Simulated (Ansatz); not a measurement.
# C3H8Si2: rotation by 120° about the C3–Si4 bond

Aim: the minimum-energy path and barrier of the rotation by 120° about the C3–Si4 bond. The ends are relaxed first, then joined by a nudged elastic band. SMILES of the start: C=C=C[SiH2][SiH3].

Program: Ansatz 0.2.0. Level of theory: RKS r2SCAN-D4/def2-SVP. These are calculated values, not measurements.

1 further run of the same task is left out (it didn't finish).

## (1) The starting structure

Bond lengths: C1–C2 1.257 Å, C2–C3 1.281 Å, C3–Si4 1.806 Å, Si4–Si5 2.304 Å, C1–H6 1.075 Å, C1–H7 1.125 Å, C3–H8 1.146 Å, Si4–H9 1.526 Å, Si4–H10 1.423 Å, Si5–H11 1.516 Å, Si5–H12 1.522 Å, Si5–H13 1.490 Å. Angles (14 of 19 angles, heavy atoms first): C1–C2–C3 177.9°, C2–C3–Si4 125.6°, C3–Si4–Si5 111.3°, C2–C1–H6 124.4°, C2–C1–H7 119.7°, C2–C3–H8 120.9°, Si4–C3–H8 113.5°, C3–Si4–H9 105.3°, C3–Si4–H10 111.3°, Si5–Si4–H9 108.2°, Si5–Si4–H10 112.2°, Si4–Si5–H11 112.1°, Si4–Si5–H12 108.4°, Si4–Si5–H13 112.5°.

As a file:

```xyz
13

C    -1.3917   -0.4379    2.3263
C    -0.3984   -0.6073    1.5744
C     0.6267   -0.8155    0.8354
Si    0.6504   -0.7546   -0.9694
Si    0.3812    1.4007   -1.7394
H    -2.1780   -1.1573    2.4635
H    -1.5613    0.5645    2.8089
H     1.6512   -1.0365    1.2981
H    -0.5580   -1.5732   -1.4148
H     1.8225   -1.3694   -1.4912
H    -0.8824    2.0436   -1.2038
H     1.5528    2.2377   -1.2472
H     0.3054    1.4704   -3.2259
```

## (2) Relaxing end A

The input, input.yaml:

```yaml
crystal:
  periodic: [false, false, false]
  atoms:
    - { symbol: C, position_ang: [-1.3917, -0.4379, 2.3263] }
    - { symbol: C, position_ang: [-0.3984, -0.6073, 1.5744] }
    - { symbol: C, position_ang: [0.6267, -0.8155, 0.8354] }
    - { symbol: Si, position_ang: [0.6504, -0.7546, -0.9694] }
    - { symbol: Si, position_ang: [0.3812, 1.4007, -1.7394] }
    - { symbol: H, position_ang: [-2.178, -1.1573, 2.4635] }
    - { symbol: H, position_ang: [-1.5613, 0.5645, 2.8089] }
    - { symbol: H, position_ang: [1.6512, -1.0365, 1.2981] }
    - { symbol: H, position_ang: [-0.558, -1.5732, -1.4148] }
    - { symbol: H, position_ang: [1.8225, -1.3694, -1.4912] }
    - { symbol: H, position_ang: [-0.8824, 2.0436, -1.2038] }
    - { symbol: H, position_ang: [1.5528, 2.2377, -1.2472] }
    - { symbol: H, position_ang: [0.3054, 1.4704, -3.2259] }
basis:
  gaussian: { orbitals: def2-SVP }
hamiltonian:
  xc: r2scan
  dispersion: d4
relax:
  f_tol: 0.015
  max_steps: 40
```

Command:

```bash
$ ansatz run input.yaml --threads 2 --pin off --max-ram 3072MiB --backend cpu --events-out ev --progress --plain --runs-dir out
```

Log, cut to the lines that bear on the results:

```text
Warning: RAYON_NUM_THREADS=2 ignored (pool sized by the plan → 2); use --threads N
[...]
Functional definition: r2SCAN
[...]
1330 factors; their error is unknown
[...]
mean field -18983.51195089 eV, -697.6311967088 hartree, gradient 1.6e-5 eV, S^2 0.000000; 0 other end points of the search recorded, 0 dependent functions left out
[...]
reference -18983.51196304 eV, -697.6311971553 hartree; 27, 27 occupied and 91, 91 virtual orbitals, 1330 factors
relax step   1: F+E_penalty+E_count = -18983.58936142 eV  Δ(F+E_penalty+E_count) = +0.000e0 eV  max|allowed force component| = 3.361e0 eV/Å  Δτ_max = 0.0000 Å  (30 SCF iters, accepted)
[...]
relax step   5: F+E_penalty+E_count = -18984.02574338 eV  Δ(F+E_penalty+E_count) = -3.036e-3 eV  max|allowed force component| = 3.331e-1 eV/Å  Δτ_max = 0.1000 Å  (29 SCF iters, accepted)
[...]
relax step   9: F+E_penalty+E_count = -18984.03625032 eV  Δ(F+E_penalty+E_count) = -1.633e-3 eV  max|allowed force component| = 1.568e-1 eV/Å  Δτ_max = 0.0578 Å  (30 SCF iters, accepted)
[...]
relax step  13: F+E_penalty+E_count = -18984.03956093 eV  Δ(F+E_penalty+E_count) = -8.842e-4 eV  max|allowed force component| = 2.690e-1 eV/Å  Δτ_max = 0.0662 Å  (30 SCF iters, accepted)
[...]
relax step  15: F+E_penalty+E_count = -18984.04108488 eV  Δ(F+E_penalty+E_count) = -1.524e-3 eV  max|allowed force component| = 1.956e-1 eV/Å  Δτ_max = 0.0376 Å  (30 SCF iters, accepted)
[...]
relax step  16: F+E_penalty+E_count = -18984.04430513 eV  Δ(F+E_penalty+E_count) = -3.220e-3 eV  max|allowed force component| = 2.321e-2 eV/Å  Δτ_max = 0.0523 Å  (30 SCF iters, accepted)
[...]
1330 factors; their error is unknown
[...]
mean field -18983.97057226 eV, -697.6480507331 hartree, gradient 1.2e-5 eV, S^2 0.000000; 0 other end points of the search recorded, 0 dependent functions left out
[...]
reference -18983.97058463 eV, -697.6480511876 hartree; 27, 27 occupied and 91, 91 virtual orbitals, 1330 factors
```

## (3) More of the same log: end point A relaxed

The log, continued:

```text
relax step  17: F+E_penalty+E_count = -18984.04609361 eV  Δ(F+E_penalty+E_count) = -1.788e-3 eV  max|allowed force component| = 9.532e-2 eV/Å  Δτ_max = 0.1059 Å  (29 SCF iters, accepted)
these checks for a lower state are left out or cut short: starts, cluster_reference, orbital_swaps, neighbouring_geometries, increment
1330 factors; their error is unknown
mean field -18983.97126800 eV, -697.6480763011 hartree, gradient 1.0e-5 eV, S^2 0.000000; 0 other end points of the search recorded, 0 dependent functions left out
the calculation of the forces begins
reference -18983.97128040 eV, -697.6480767567 hartree; 27, 27 occupied and 91, 91 virtual orbitals, 1330 factors
relax step  18: F+E_penalty+E_count = -18984.04650795 eV  Δ(F+E_penalty+E_count) = -4.143e-4 eV  max|allowed force component| = 1.706e-1 eV/Å  Δτ_max = 0.0843 Å  (30 SCF iters, accepted)
these checks for a lower state are left out or cut short: starts, cluster_reference, orbital_swaps, neighbouring_geometries, increment
1330 factors; their error is unknown
mean field -18983.97210281 eV, -697.6481069797 hartree, gradient 1.0e-5 eV, S^2 0.000000; 0 other end points of the search recorded, 0 dependent functions left out
the calculation of the forces begins
reference -18983.97211520 eV, -697.6481074350 hartree; 27, 27 occupied and 91, 91 virtual orbitals, 1330 factors
relax step  19: F+E_penalty+E_count = -18984.04741834 eV  Δ(F+E_penalty+E_count) = -9.104e-4 eV  max|allowed force component| = 1.037e-1 eV/Å  Δτ_max = 0.0235 Å  (31 SCF iters, accepted)
these checks for a lower state are left out or cut short: starts, cluster_reference, orbital_swaps, neighbouring_geometries, increment
1330 factors; their error is unknown
mean field -18983.97296711 eV, -697.6481387423 hartree, gradient 1.0e-5 eV, S^2 0.000000; 0 other end points of the search recorded, 0 dependent functions left out
the calculation of the forces begins
reference -18983.97297950 eV, -697.6481391977 hartree; 27, 27 occupied and 91, 91 virtual orbitals, 1330 factors
relax step  20: F+E_penalty+E_count = -18984.04823905 eV  Δ(F+E_penalty+E_count) = -8.207e-4 eV  max|allowed force component| = 6.502e-2 eV/Å  Δτ_max = 0.0160 Å  (31 SCF iters, accepted)
these checks for a lower state are left out or cut short: starts, cluster_reference, orbital_swaps, neighbouring_geometries, increment
1330 factors; their error is unknown
mean field evaluation 160: about -18983.9741 eV, gradient 1.0e-5 eV
mean field -18983.97410204 eV, -697.6481804503 hartree, gradient 1.0e-5 eV, S^2 0.000000; 0 other end points of the search recorded, 0 dependent functions left out
the calculation of the forces begins
reference -18983.97411445 eV, -697.6481809061 hartree; 27, 27 occupied and 91, 91 virtual orbitals, 1330 factors
relax step  21: F+E_penalty+E_count = -18984.04919596 eV  Δ(F+E_penalty+E_count) = -9.569e-4 eV  max|allowed force component| = 5.464e-2 eV/Å  Δτ_max = 0.0511 Å  (30 SCF iters, accepted)
these checks for a lower state are left out or cut short: starts, cluster_reference, orbital_swaps, neighbouring_geometries, increment
1330 factors; their error is unknown
mean field -18983.97462269 eV, -697.6481995837 hartree, gradient 1.0e-5 eV, S^2 0.000000; 0 other end points of the search recorded, 0 dependent functions left out
the calculation of the forces begins
reference -18983.97463511 eV, -697.6482000401 hartree; 27, 27 occupied and 91, 91 virtual orbitals, 1330 factors
relax step  22: F+E_penalty+E_count = -18984.04941987 eV  Δ(F+E_penalty+E_count) = -2.239e-4 eV  max|allowed force component| = 1.328e-1 eV/Å  Δτ_max = 0.0864 Å  (30 SCF iters, accepted)
these checks for a lower state are left out or cut short: starts, cluster_reference, orbital_swaps, neighbouring_geometries, increment
1330 factors; their error is unknown
mean field -18983.97544346 eV, -697.6482297465 hartree, gradient 1.0e-5 eV, S^2 0.000000; 0 other end points of the search recorded, 0 dependent functions left out
the calculation of the forces begins
reference -18983.97545588 eV, -697.6482302029 hartree; 27, 27 occupied and 91, 91 virtual orbitals, 1330 factors
relax step  23: F+E_penalty+E_count = -18984.05020587 eV  Δ(F+E_penalty+E_count) = -7.860e-4 eV  max|allowed force component| = 1.183e-1 eV/Å  Δτ_max = 0.0250 Å  (31 SCF iters, accepted)
these checks for a lower state are left out or cut short: starts, cluster_reference, orbital_swaps, neighbouring_geometries, increment
1330 factors; their error is unknown
mean field -18983.97621882 eV, -697.6482582405 hartree, gradient 1.0e-5 eV, S^2 0.000000; 0 other end points of the search recorded, 0 dependent functions left out
the calculation of the forces begins
reference -18983.97623123 eV, -697.6482586965 hartree; 27, 27 occupied and 91, 91 virtual orbitals, 1330 factors
relax step  24: F+E_penalty+E_count = -18984.05103315 eV  Δ(F+E_penalty+E_count) = -8.273e-4 eV  max|allowed force component| = 2.838e-2 eV/Å  Δτ_max = 0.0237 Å  (31 SCF iters, accepted)
these checks for a lower state are left out or cut short: starts, cluster_reference, orbital_swaps, neighbouring_geometries, increment
1330 factors; their error is unknown
mean field -18983.97639803 eV, -697.6482648262 hartree, gradient 1.0e-5 eV, S^2 0.000000; 0 other end points of the search recorded, 0 dependent functions left out
the calculation of the forces begins
reference -18983.97641044 eV, -697.6482652821 hartree; 27, 27 occupied and 91, 91 virtual orbitals, 1330 factors
relax step  25: F+E_penalty+E_count = -18984.05118732 eV  Δ(F+E_penalty+E_count) = -1.542e-4 eV  max|allowed force component| = 6.056e-3 eV/Å  Δτ_max = 0.0117 Å  (32 SCF iters, accepted)
these checks for a lower state are left out or cut short: starts, cluster_reference, orbital_swaps, neighbouring_geometries, increment
1330 factors; their error is unknown
mean field evaluation 192: about -18983.9766 eV, gradient 9.7e-5 eV
mean field -18983.97660562 eV, -697.6482724551 hartree, gradient 1.0e-5 eV, S^2 0.000000; 0 other end points of the search recorded, 0 dependent functions left out
the calculation of the forces begins
reference -18983.97661803 eV, -697.6482729111 hartree; 27, 27 occupied and 91, 91 virtual orbitals, 1330 factors
relax step  26: F+E_penalty+E_count = -18984.05131061 eV  Δ(F+E_penalty+E_count) = -1.233e-4 eV  max|allowed force component| = 2.814e-2 eV/Å  Δτ_max = 0.0349 Å  (30 SCF iters, accepted)
these checks for a lower state are left out or cut short: starts, cluster_reference, orbital_swaps, neighbouring_geometries, increment
1330 factors; their error is unknown
mean field -18983.97665125 eV, -697.6482741318 hartree, gradient 1.0e-5 eV, S^2 0.000000; 0 other end points of the search recorded, 0 dependent functions left out
the calculation of the forces begins
reference -18983.97666365 eV, -697.6482745876 hartree; 27, 27 occupied and 91, 91 virtual orbitals, 1330 factors
relax step  27: F+E_penalty+E_count = -18984.05133571 eV  Δ(F+E_penalty+E_count) = -2.510e-5 eV  max|allowed force component| = 2.346e-2 eV/Å  Δτ_max = 0.0103 Å  (32 SCF iters, accepted)
these checks for a lower state are left out or cut short: starts, cluster_reference, orbital_swaps, neighbouring_geometries, increment
1330 factors; their error is unknown
mean field -18983.97671479 eV, -697.6482764670 hartree, gradient 1.0e-5 eV, S^2 0.000000; 0 other end points of the search recorded, 0 dependent functions left out
the calculation of the forces begins
reference -18983.97672719 eV, -697.6482769227 hartree; 27, 27 occupied and 91, 91 virtual orbitals, 1330 factors
relax step  28: F+E_penalty+E_count = -18984.05137306 eV  Δ(F+E_penalty+E_count) = -3.736e-5 eV  max|allowed force component| = 2.352e-2 eV/Å  Δτ_max = 0.0145 Å  (31 SCF iters, accepted)
these checks for a lower state are left out or cut short: starts, cluster_reference, orbital_swaps, neighbouring_geometries, increment
1330 factors; their error is unknown
mean field -18983.97670482 eV, -697.6482761007 hartree, gradient 1.0e-5 eV, S^2 0.000000; 0 other end points of the search recorded, 0 dependent functions left out
the calculation of the forces begins
reference -18983.97671723 eV, -697.6482765565 hartree; 27, 27 occupied and 91, 91 virtual orbitals, 1330 factors
relax step  29: F+E_penalty+E_count = -18984.05134831 eV  Δ(F+E_penalty+E_count) = +2.476e-5 eV  max|allowed force component| = 2.704e-2 eV/Å  Δτ_max = 0.0065 Å  (32 SCF iters, rejected (line search))
these checks for a lower state are left out or cut short: starts, cluster_reference, orbital_swaps, neighbouring_geometries, increment
1330 factors; their error is unknown
mean field -18983.97675016 eV, -697.6482777669 hartree, gradient 1.2e-5 eV, S^2 0.000000; 0 other end points of the search recorded, 0 dependent functions left out
the calculation of the forces begins
reference -18983.97676257 eV, -697.6482782227 hartree; 27, 27 occupied and 91, 91 virtual orbitals, 1330 factors
relax step  30: F+E_penalty+E_count = -18984.05140363 eV  Δ(F+E_penalty+E_count) = -3.057e-5 eV  max|allowed force component| = 1.138e-2 eV/Å  Δτ_max = 0.0031 Å  (24 SCF iters, accepted)
1330 factors; their error is unknown
mean field evaluation 224: about -18983.9768 eV, gradient 1.2e-5 eV
mean field -18983.97675016 eV, -697.6482777669 hartree, gradient 1.2e-5 eV, S^2 0.000000; 1 other end points of the search recorded, 0 dependent functions left out
the calculation of the forces begins
reference -18983.97676257 eV, -697.6482782227 hartree; 27, 27 occupied and 91, 91 virtual orbitals, 1330 factors
Total energy: -18984.05141604 eV, -697.6510216871 hartree
Atom 0 at    -1.476414    -0.796730     2.507512 Å, force     0.011376     0.006238    -0.009639 eV/Å
Atom 1 at    -0.437858    -0.641560     1.722815 Å, force    -0.002751    -0.001462     0.001580 eV/Å
Atom 2 at     0.577338    -0.497685     0.902128 Å, force    -0.007553    -0.002698     0.003736 eV/Å
Atom 3 at     0.395212    -0.649158    -0.959940 Å, force     0.002874    -0.000400     0.000599 eV/Å
Atom 4 at     0.642704     1.471048    -1.943309 Å, force    -0.001824    -0.001268    -0.001340 eV/Å
Atom 5 at    -1.728666    -1.777705     2.925196 Å, force    -0.004378    -0.009684     0.004206 eV/Å
Atom 6 at    -2.118072     0.050436     2.774900 Å, force     0.001620     0.003580     0.000270 eV/Å
Atom 7 at     1.564353    -0.250656     1.322987 Å, force    -0.000954     0.003101    -0.001085 eV/Å
Atom 8 at    -0.950743    -1.214286    -1.277637 Å, force     0.001310     0.001591     0.000713 eV/Å
Atom 9 at     1.449799    -1.563666    -1.503391 Å, force    -0.001201     0.002120     0.000525 eV/Å
Atom 10 at    -0.448305     2.381212    -1.476331 Å, force     0.001837    -0.001314    -0.000478 eV/Å
Atom 11 at     1.956909     2.064791    -1.543486 Å, force    -0.000307    -0.000880    -0.000088 eV/Å
Atom 12 at     0.594145     1.389162    -3.436544 Å, force    -0.000050     0.001073     0.001000 eV/Å
Dipole moment:    -0.032318    -0.025925     0.121814 e Å
```

It took 1.9 min on 2 threads of Arm Neoverse V2, shared host; peak memory 0.17 GiB.

Relaxation path, one in 2:

| step | energy from step 1 (eV) | largest force component (eV/Å) |
| --- | --- | --- |
| 1 | 0.0000 | 3.3612 |
| 3 | -0.4333 | 0.1824 |
| 5 | -0.4364 | 0.3331 |
| 7 | -0.4446 | 0.0653 |
| 9 | -0.4469 | 0.1568 |
| 11 | -0.4486 | 0.1787 |
| 13 | -0.4502 | 0.2690 |
| 15 | -0.4517 | 0.1956 |
| 17 | -0.4567 | 0.0953 |
| 19 | -0.4581 | 0.1037 |
| 21 | -0.4598 | 0.0546 |
| 23 | -0.4608 | 0.1183 |
| 25 | -0.4618 | 0.0061 |
| 27 | -0.4620 | 0.0235 |
| 29x | -0.4620 | 0.0270 |
| 30 | -0.4620 | 0.0114 |

Step 1 is the start. 3 steps were tried and not accepted (marked x).

After: Bond lengths: C1–C2 1.311 Å, C2–C3 1.313 Å, C3–Si4 1.877 Å, Si4–Si5 2.350 Å, C1–H6 1.096 Å, C1–H7 1.096 Å, C3–H8 1.101 Å, Si4–H9 1.494 Å, Si4–H10 1.498 Å, Si5–H11 1.496 Å, Si5–H12 1.497 Å, Si5–H13 1.496 Å. Angles (14 of 19 angles, heavy atoms first): C1–C2–C3 178.1°, C2–C3–Si4 122.4°, C3–Si4–Si5 109.4°, C2–C1–H6 121.1°, C2–C1–H7 121.2°, C2–C3–H8 118.6°, Si4–C3–H8 119.0°, C3–Si4–H9 109.2°, C3–Si4–H10 109.9°, Si5–Si4–H9 110.3°, Si5–Si4–H10 109.0°, Si4–Si5–H11 110.0°, Si4–Si5–H12 109.8°, Si4–Si5–H13 111.4°.

## (4) End point B

The second end starts from a geometry with the move made by hand.

The input, input.yaml:

```yaml
crystal:
  periodic: [false, false, false]
  atoms:
    - { symbol: C, position_ang: [-1.3917, -0.4379, 2.3263] }
    - { symbol: C, position_ang: [-0.3984, -0.6073, 1.5744] }
    - { symbol: C, position_ang: [0.6267, -0.8155, 0.8354] }
    - { symbol: Si, position_ang: [0.6504, -0.7546, -0.9694] }
    - { symbol: Si, position_ang: [2.64434, -1.5481, -1.80918] }
    - { symbol: H, position_ang: [-2.178, -1.1573, 2.4635] }
    - { symbol: H, position_ang: [-1.5613, 0.5645, 2.8089] }
    - { symbol: H, position_ang: [1.6512, -1.0365, 1.2981] }
    - { symbol: H, position_ang: [0.54103, 0.7259, -1.32279] }
    - { symbol: H, position_ang: [-0.47281, -1.42957, -1.52337] }
    - { symbol: H, position_ang: [3.83775, -0.80886, -1.23807] }
    - { symbol: H, position_ang: [2.78848, -3.00884, -1.40801] }
    - { symbol: H, position_ang: [2.72842, -1.42524, -3.29179] }
basis:
  gaussian: { orbitals: def2-SVP }
hamiltonian:
  xc: r2scan
  dispersion: d4
relax:
  f_tol: 0.015
  max_steps: 40
```

Command:

```bash
$ ansatz run input.yaml --threads 2 --pin off --max-ram 3072MiB --backend cpu --events-out ev --progress --plain --runs-dir out
```

Log, cut to the lines that bear on the results:

```text
Warning: RAYON_NUM_THREADS=2 ignored (pool sized by the plan → 2); use --threads N
[...]
[... 1 set-up line as earlier in the session ...]
[...]
1330 factors; their error is unknown
[...]
mean field -18983.46322962 eV, -697.6294062350 hartree, gradient 1.8e-5 eV, S^2 0.000000; 0 other end points of the search recorded, 0 dependent functions left out
[...]
reference -18983.46324184 eV, -697.6294066842 hartree; 27, 27 occupied and 91, 91 virtual orbitals, 1330 factors
relax step   1: F+E_penalty+E_count = -18983.53743140 eV  Δ(F+E_penalty+E_count) = +0.000e0 eV  max|allowed force component| = 3.224e0 eV/Å  Δτ_max = 0.0000 Å  (30 SCF iters, accepted)
[...]
relax step   7: F+E_penalty+E_count = -18984.00781462 eV  Δ(F+E_penalty+E_count) = -1.300e-3 eV  max|allowed force component| = 2.704e-1 eV/Å  Δτ_max = 0.0904 Å  (30 SCF iters, accepted)
[...]
relax step  13: F+E_penalty+E_count = -18984.02617283 eV  Δ(F+E_penalty+E_count) = -2.207e-3 eV  max|allowed force component| = 5.883e-1 eV/Å  Δτ_max = 0.1870 Å  (28 SCF iters, accepted)
[...]
relax step  19: F+E_penalty+E_count = -18984.04610963 eV  Δ(F+E_penalty+E_count) = -6.692e-4 eV  max|allowed force component| = 2.139e-1 eV/Å  Δτ_max = 0.0499 Å  (30 SCF iters, accepted)
[...]
relax step  24: F+E_penalty+E_count = -18984.05092005 eV  Δ(F+E_penalty+E_count) = -2.276e-4 eV  max|allowed force component| = 3.887e-2 eV/Å  Δτ_max = 0.0248 Å  (31 SCF iters, accepted)
relax step  25: F+E_penalty+E_count = -18984.05115404 eV  Δ(F+E_penalty+E_count) = -2.340e-4 eV  max|allowed force component| = 3.934e-2 eV/Å  Δτ_max = 0.0373 Å  (30 SCF iters, accepted)
```

## (5) More of the same log: end point B relaxed

The log, continued, cut to the lines that bear on the results:

```text
relax step  26: F+E_penalty+E_count = -18984.05014426 eV  Δ(F+E_penalty+E_count) = +1.010e-3 eV  max|allowed force component| = 5.753e-2 eV/Å  Δτ_max = 0.0531 Å  (30 SCF iters, rejected (line search))
[...]
relax step  32: F+E_penalty+E_count = -18984.05143817 eV  Δ(F+E_penalty+E_count) = -1.070e-5 eV  max|allowed force component| = 1.840e-2 eV/Å  Δτ_max = 0.0029 Å  (23 SCF iters, accepted)
[...]
relax step  33: F+E_penalty+E_count = -18984.05144464 eV  Δ(F+E_penalty+E_count) = -6.466e-6 eV  max|allowed force component| = 1.009e-2 eV/Å  Δτ_max = 0.0017 Å  (22 SCF iters, accepted)
1330 factors; their error is unknown
[...]
mean field -18983.97682046 eV, -697.6482803502 hartree, gradient 1.9e-5 eV, S^2 0.000000; 1 other end points of the search recorded, 0 dependent functions left out
[...]
Atom 3 at     0.813348    -0.223932    -1.029135 Å, force    -0.000570     0.000795     0.002562 eV/Å
Atom 4 at     2.398409    -1.836293    -1.669485 Å, force     0.000779     0.000752    -0.001102 eV/Å
Atom 5 at    -1.367908    -2.005611     2.551034 Å, force     0.001091     0.002182     0.000819 eV/Å
Atom 6 at    -2.134479    -0.296284     2.462321 Å, force    -0.004977     0.003100     0.000844 eV/Å
Atom 7 at     1.633784     0.308752     1.374706 Å, force    -0.001589    -0.003274     0.000391 eV/Å
Atom 8 at     1.202679     1.098680    -1.614451 Å, force     0.000369     0.000651     0.000609 eV/Å
Atom 9 at    -0.541450    -0.600231    -1.533395 Å, force    -0.001231    -0.000210    -0.000993 eV/Å
Atom 10 at     3.732995    -1.495221    -1.084675 Å, force    -0.000175     0.000405     0.000086 eV/Å
Atom 11 at     1.990948    -3.182813    -1.162688 Å, force    -0.000092    -0.002343     0.000882 eV/Å
Atom 12 at     2.536564    -1.904562    -3.157713 Å, force     0.000150    -0.000151    -0.000084 eV/Å
Dipole moment:    -0.059621     0.010054     0.113848 e Å
```

It took 1.9 min on 2 threads of Arm Neoverse V2, shared host; peak memory 0.17 GiB.

The steps of the relaxation, one in 2:

| step | energy from step 1 (eV) | largest force component (eV/Å) |
| --- | --- | --- |
| 1 | 0.0000 | 3.2240 |
| 3 | -0.4545 | 0.1664 |
| 5 | -0.4643 | 0.0603 |
| 7 | -0.4704 | 0.2704 |
| 9x | -0.4657 | 0.6740 |
| 11 | -0.4852 | 0.0830 |
| 13 | -0.4887 | 0.5883 |
| 15 | -0.5032 | 0.0585 |
| 17x | -0.5038 | 0.2996 |
| 19 | -0.5087 | 0.2139 |
| 21 | -0.5127 | 0.0284 |
| 23x | -0.5131 | 0.0744 |
| 25 | -0.5137 | 0.0393 |
| 27 | -0.5139 | 0.0302 |
| 29 | -0.5140 | 0.0223 |
| 31 | -0.5140 | 0.0214 |
| 33 | -0.5140 | 0.0101 |

Step 1 is the start. 5 steps were tried and not accepted (marked x).

After: Bond lengths: C1–C2 1.311 Å, C2–C3 1.313 Å, C3–Si4 1.877 Å, Si4–Si5 2.350 Å, C1–H6 1.096 Å, C1–H7 1.096 Å, C3–H8 1.101 Å, Si4–H9 1.498 Å, Si4–H10 1.494 Å, Si5–H11 1.496 Å, Si5–H12 1.495 Å, Si5–H13 1.496 Å. Angles (14 of 19 angles, heavy atoms first): C1–C2–C3 178.1°, C2–C3–Si4 122.4°, C3–Si4–Si5 109.5°, C2–C1–H6 121.2°, C2–C1–H7 121.2°, C2–C3–H8 118.6°, Si4–C3–H8 118.9°, C3–Si4–H9 110.0°, C3–Si4–H10 109.2°, Si5–Si4–H9 108.9°, Si5–Si4–H10 110.3°, Si4–Si5–H11 109.8°, Si4–Si5–H12 110.0°, Si4–Si5–H13 111.4°.

[end of part 1 of 2]
